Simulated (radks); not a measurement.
# Sn²⁺ in [Kr] 4d10 5s2: an all-electron calculation

An exercise on one series of results from a longer session: the logs are not shown, and one member is left open.

The numbers are computed with radks (a radial shooting solver on a logarithmic mesh, Libxc functionals) version 1 (scalar-relativistic Kohn-Sham, r2SCAN, spin-polarised, spherical densities, finite nucleus), except any that are marked as measured or tabulated.

## What is computed

```
element            : tin (Z = 50)
charge             : +2
electrons          : 48
configuration      : [Kr] 4d10 5s2
nuclear rms radius : 4.6519 fm
```

The outer shells:

Sn²⁺
```
[Kr] core
4d [↑↓][↑↓][↑↓][↑↓][↑↓]
5s [↑↓]
```

Set-up of the first run:

Input:

```text
Z 50
configuration [Kr] 4d10 5s2
relativity scalar-relativistic
functional r2scan,r2scan
spin polarised
nucleus finite rms 4.6519 fm
c 137.035999084
```

On the command line:

```bash
$ python run_ks.py task.json out
```

This one command runs every case of the session in turn.

Steps of the session up to this table: Self-consistent calculation.

One table of the session follows, with a row left open; its other results are not shown here.

It belongs to the step «Shells». From the orbitals of this run (lengths in bohr):

| level | <r> | outermost maximum (interpolated) | 90 % within | nodes |
| --- | --- | --- | --- | --- |
| 1s | 0.02906 | 0.0188 | 0.0522 | 0 |
| 2s | 0.1255 | 0.106 | 0.194 | 1 |
| 2p | 0.1096 | 0.0850 | 0.178 | 0 |
| 3s | 0.3386 | 0.307 | 0.498 | 2 |
| 3p | 0.3372 | 0.301 | 0.506 | 1 |
| 3d | 0.3146 | 0.252 | 0.495 | 0 |
| 4s | 0.8206 | 0.747 | 1.19 | 3 |
| 4p | ? | ? | ? | ? |
| 4d | 1.090 | 0.886 | 1.69 | 1 |
| 5s | 2.217 | 1.95 | 3.22 | 4 |

Estimate the missing values for 4p.

As computed: <r>: 0.8871; outermost maximum (interpolated): 0.789; 90 % within: 1.30; nodes: 2. In the column «<r>» it lies between 4s (0.8206) and 4d (1.090).
